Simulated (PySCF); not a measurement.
# A diatomic session: GeBi+

The task here is to estimate one member of a computed series from the others.

Program: PySCF 2.14.0. Level of theory: Ge def2-SVP, Bi def2-SVP with ECP60, scalar-relativistic core potentials. These are calculated values, not measurements.

1 further run of the same task is left out (it didn't finish).

Set-up of the first run:

Settings of the job:

```
atoms                         : Ge, Bi
charge                        : 1
basis                         : Ge def2-SVP, Bi def2-SVP with ECP60
Hamiltonian                   : scalar-relativistic core potentials
basis functions               : 58
electrons treated             : 54
masses in u                   : 73.9212, 208.9804
levels                        : PBE0, PBE, r²SCAN, revPBE, TPSSh, r²SCANh, CAM-B3LYP, HF, MP2, SCS-MP2
grid                          : 80 radial by 434 angular points
occupations                   : held fixed by the projection of orbital angular momentum
dissociation limit            : Ge + Bi+, each in its ground configuration
starting distance in angstrom : 2.720
values of 2S to try           : 0, 2, 4
```

The run is started by

```sh
OMP_NUM_THREADS=1 python dia.py task.json out
```

Among the steps run: Input; The PBE0 curve of the state that the search chose; Higher solutions at PBE0; PBE (GGA); r²SCAN; revPBE; TPSSh (hybrid meta-GGA); r²SCANh (hybrid meta-GGA); CAM-B3LYP; UHF.

One table of the session follows, with a row left open; its other results are not shown here.

It belongs to the step «The curves together». Energy (eV) from each level's lowest point:

| R (Å) | UHF | UHF-MP2 | UHF-SCS-MP2 | PBE | revPBE |
| --- | --- | --- | --- | --- | --- |
| 2.307 | 0.995 | 0.986 | 1.022 | 1.112 | 1.158 |
| 2.415 | 0.441 | 0.422 | 0.452 | 0.524 | 0.555 |
| 2.522 | 0.141 | 0.118 | 0.140 | 0.187 | 0.206 |
| 2.603 | 0.035 | 0.017 | 0.030 | 0.055 | 0.066 |
| 2.683 | 0.000 | 0.000 | 0.000 | 0.000 | 0.003 |
| 2.764 | 0.015 | 0.049 | 0.033 | 0.004 | 0.000 |
| 2.871 | 0.083 | 0.188 | 0.151 | 0.077 | 0.064 |
| 3.005 | ? | ? | ? | ? | ? |
| 3.166 | 0.339 | 0.744 | 0.670 | 0.498 | 0.464 |
| 3.381 | 0.490 | 1.082 | 0.998 | 0.880 | 0.832 |

**Question.** Estimate the row for R (Å) = 3.005.

Worked estimate for «UHF». A straight line through the neighbours (2.871, 0.083) and (3.166, 0.339) gives 0.083 + (0.339 − 0.083) × (3.005 − 2.871) / (3.166 − 2.871) = 0.199; a parabola fitted to 4 rows on both sides gives 0.204.

**Answer.** UHF: 0.200; UHF-MP2: 0.433; UHF-SCS-MP2: 0.375; PBE: 0.241; revPBE: 0.218. In «UHF» the line misses by -0.001 and the parabola by +0.004.
